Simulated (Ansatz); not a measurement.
Task: a polarisability from point charges of CH5FSiTe, SMILES C[SiH](F)[TeH], with Ansatz 0.2.0 through its Python package. Give the script and its output. Use (for the species named): CAM-B3LYP, def2-SVPD basis, multiplicity 1.

Contents of `ch5fsite.xyz`:
```text
9

C     0.23300    0.57230   -0.99700
Si    0.29580   -0.78370    0.22130
F     1.63490   -0.56900    1.17110
Te   -1.65640   -0.77050    1.65260
H    -0.71410    0.47160   -1.65910
H     0.11020    1.59770   -0.46720
H     1.11700    0.62340   -1.64540
H     0.43410   -2.04310   -0.50270
H    -1.36590    0.85500    2.20930
```

`ch5fsite_field.py`:
```python
import ansatz as az
import numpy as np

BASIS = "def2-SVPD"
XC = "cam_b3lyp"

mol = az.Crystal.molecule_from_extxyz("ch5fsite.xyz")

calc = (
    mol.calculation()
    .basis(gaussian=BASIS)
    .functional(XC)
    .forces()
)
centre = np.mean([site.position_ang for site in mol.cartesian_sites], axis=0)
field = 2 * 14.399645 * 3.0 / 30.0 ** 2


def dipole(axis, sign):
    arm = 30.0 * np.eye(3)[axis]
    pair = [{"charge": sign * 3.0, "position_ang": (centre - arm).tolist()}, {"charge": -sign * 3.0, "position_ang": (centre + arm).tolist()}]
    deck = calc.input().set(az.key.basis.gaussian.point_charges, pair)
    return np.array(az.Session.from_dict(deck).plan().execute().report["charge_distribution"]["dipole_moment_e_ang"])


print(f"field {field:.4f} V/A")
alpha = np.array([(dipole(axis, 1) - dipole(axis, -1)) / (2 * field) * 14.399645 for axis in range(3)])
print("polarisability tensor (A^3)")
print(np.array2string(alpha, precision=3, suppress_small=True))
print(f"mean {np.trace(alpha) / 3:.3f} A^3 = {np.trace(alpha) / 3 / 0.14818471:.2f} bohr^3")
```

```console
$ python ch5fsite_field.py
field 0.0960 V/A
polarisability tensor (A^3)
[[12.229  0.028 -1.682]
 [ 0.014 11.155 -0.29 ]
 [-1.692 -0.305 12.501]]
mean 11.962 A^3 = 80.72 bohr^3
```

The geometry is a force-field or estimated start, not a minimum of this method, and the basis set is short of its limit. The field of two point charges is only nearly even. def2 sets replace the cores of elements past krypton by effective core potentials. Wall time of the script: 80 s on 1 thread of Arm Neoverse V1, with other jobs on the host, peak memory 0.52 GiB.
